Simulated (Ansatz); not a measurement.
# TaNb2N3: the cost of one run

Computed with Ansatz 0.2.0 (DFT PBE, scalar-relativistic, plane waves, PAW, unless a step's input says otherwise).

**1. The system as given**

Symmetry: R-3m, No. 166, trigonal system. The conventional cell has a = 5.517 Å, b = 5.517 Å, c = 9.138 Å, α = 90.00°, β = 90.00°, γ = 120.00°. Ta (site symmetry -3m) has 2 Nb at 2.36 Å as nearest neighbours. Nb (site symmetry 3m) has 3 N at 1.73 Å as nearest neighbours. N (site symmetry 2/m) has 2 Nb at 1.73 Å as nearest neighbours.

Coordinates:

```cif
data_structure
_symmetry_space_group_name_H-M 'R-3m:H'
_symmetry_Int_Tables_number 166
_cell_length_a 5.5166
_cell_length_b 5.5166
_cell_length_c 9.1379
_cell_angle_alpha 90.000
_cell_angle_beta 90.000
_cell_angle_gamma 120.000
_cell_volume 240.83
loop_
_atom_site_label
_atom_site_type_symbol
_atom_site_symmetry_multiplicity
_atom_site_Wyckoff_symbol
_atom_site_fract_x
_atom_site_fract_y
_atom_site_fract_z
_atom_site_occupancy
Ta1 Ta 3 b 0.33333 0.66667 0.16667 1
Nb1 Nb 6 c 0.33333 0.66667 0.42527 1
N1 N 9 d 0.16667 0.33333 0.83333 1
```

Recipe of the guess: random cell by space group and Wyckoff sites (R-3m, No. 166). Lengths come from tabulated atomic sizes and are only a guess.

**2. The guess as it stands, on a coarse mesh**

Input file input.yaml:

```yaml
crystal:
  lattice:
    - [2.75827523, 1.59249095, 3.04595028]
    - [-2.75827523, 1.59249095, 3.04595028]
    - [0.0, -3.18498189, 3.04595028]
  atoms:
    - { symbol: Ta, position: [0.5, 0.5, 0.5] }
    - { symbol: Nb, position: [0.75859942, 0.75859942, 0.75859942] }
    - { symbol: Nb, position: [0.24140058, 0.24140058, 0.24140058] }
    - { symbol: "N", position: [0.0, 0.0, 0.5] }
    - { symbol: "N", position: [0.5, 0.0, 0.0] }
    - { symbol: "N", position: [0.0, 0.5, 0.0] }
basis:
  ecutwfc: 420
kpoints:
  mp_grid: { grid: [6, 6, 6] }
hamiltonian:
  xc: pbe
scf:
  occupations: { method: gaussian, width: 0.1 }
  lower_state_search: "off"
output:
  forces: true
  stress: true
  eigenvalues: true
```

Command:

```sh
$ ansatz run input.yaml --threads 1 --pin off --max-ram 2560MiB --backend cpu --events-out ev --progress --plain --runs-dir out
```

Q: Estimate wall time and peak memory on 1 thread of AMD EPYC (Zen 3), shared host.

About 12 s, with a peak of 0.4 GiB.
